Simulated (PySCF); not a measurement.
# Changing the system itself: InN (triplet)

One physical setting of the base script is moved in each run, with the edits that it forces.

Method: method and basis as typed in the scripts; program: PySCF 2.14.0.

6 further runs of the same task are left out: 1 for a known fault of the program, 5 that didn't finish.

## (1) The system as given

InN (triplet): 2 atoms, charge 0, spin multiplicity 3.

Bond lengths: In1–N2 2.352 Å.

## (2) The run that the others are compared with

Contents of input.py:

```python
from pyscf import gto, scf, tdscf

mol = gto.M(
    atom='In 0 0 0; N 0 0 2.352',
    basis='crenbl',
    ecp={'In': 'crenbl', 'N': 'crenbl'},
    charge=0,
    spin=2,
    verbose=3,
)
mf = scf.UHF(mol)
mf.kernel()
td = tdscf.TDHF(mf)
td.nstates = 5
td.kernel()
td.analyze(verbose=3)
mf.dip_moment()
print('orbital energies (hartree):', [e[max(0, n-3):n+3].round(4) for e, n in zip(mf.mo_energy, mol.nelec)])
```

Run with:

```console
python input.py
```

The log of this run is left out.

Base result: E(SCF) = -66.270847 Eh, ⟨S²⟩ = 2.140, μ = 2.96 D, excitations 0.32, 0.32, 1.84, 1.84, 2.97 eV.

The bond length is a typed value, not an optimised one. The triplet is typed in the script; nothing here shows that it is the ground state.

## (3) Bond 2.634 Å

Run 1 changes bond length: 2.352 Å → 2.634 Å.

Contents of input.py:

```python
from pyscf import gto, scf, tdscf

mol = gto.M(
    atom='In 0 0 0; N 0 0 2.634',
    basis='crenbl',
    ecp={'In': 'crenbl', 'N': 'crenbl'},
    charge=0,
    spin=2,
    verbose=3,
)
mf = scf.UHF(mol)
mf.kernel()
td = tdscf.TDHF(mf)
td.nstates = 5
td.kernel()
td.analyze(verbose=3)
mf.dip_moment()
print('orbital energies (hartree):', [e[max(0, n-3):n+3].round(4) for e, n in zip(mf.mo_energy, mol.nelec)])
```

Run with:

```console
python input.py
```

## (4) Bond 3.528 Å

Run 2 changes bond length: 2.352 Å → 3.528 Å.

input.py, as its differences from that of step 2:

```diff
@@ -3,3 +3,3 @@
 mol = gto.M(
-    atom='In 0 0 0; N 0 0 2.352',
+    atom='In 0 0 0; N 0 0 3.528',
     basis='crenbl',
```

## (5) Charge +1 (quartet)

Run 3 changes charge: 0 → 1; spin (2S): 2 → 3.

input.py, as its differences from that of step 2:

```diff
@@ -6,4 +6,4 @@
     ecp={'In': 'crenbl', 'N': 'crenbl'},
-    charge=0,
-    spin=2,
+    charge=1,
+    spin=3,
     verbose=3,
```

## (6) Charge -1 (quartet)

Run 4 changes charge: 0 → -1; spin (2S): 2 → 3.

input.py, as its differences from that of step 2:

```diff
@@ -6,4 +6,4 @@
     ecp={'In': 'crenbl', 'N': 'crenbl'},
-    charge=0,
-    spin=2,
+    charge=-1,
+    spin=3,
     verbose=3,
```

## (7) Charge +2

Run 5 changes charge: 0 → 2.

input.py, as its differences from that of step 2:

```diff
@@ -6,3 +6,3 @@
     ecp={'In': 'crenbl', 'N': 'crenbl'},
-    charge=0,
+    charge=2,
     spin=2,
```

**Question.** What will these runs give? Wanted: for each run, E(SCF); from base; SCF dipole; after the SCF.

The runs gave:

```
                run  E(SCF) (hartree)  from base (eV)  SCF dipole (D)              after the SCF
               base        -66.270847               0            2.96  lowest root found 0.32 eV
       bond 2.634 Å        -66.268432         +0.0657            1.87  lowest root found 0.13 eV
       bond 3.528 Å        -66.184548         +2.3483            7.84  lowest root found 0.76 eV
charge +1 (quartet)        -66.063094         +5.6533             n/a  lowest root found 2.85 eV
charge -1 (quartet)        -66.259562         +0.3071             n/a  lowest root found 0.35 eV
          charge +2        -65.488891        +21.2781             n/a  lowest root found 5.72 eV
```

What this shows: The largest comparable shift of the SCF energy, +2.348 eV, comes with the run “bond 3.528 Å”. At the SCF level, going to the quartet with one electron fewer costs 5.65 eV at fixed geometry, which need not be the lowest ionisation. At the SCF level, adding an electron (to the quartet) costs 0.31 eV at fixed geometry; correlation, diffuse functions and relaxation can still bind it.
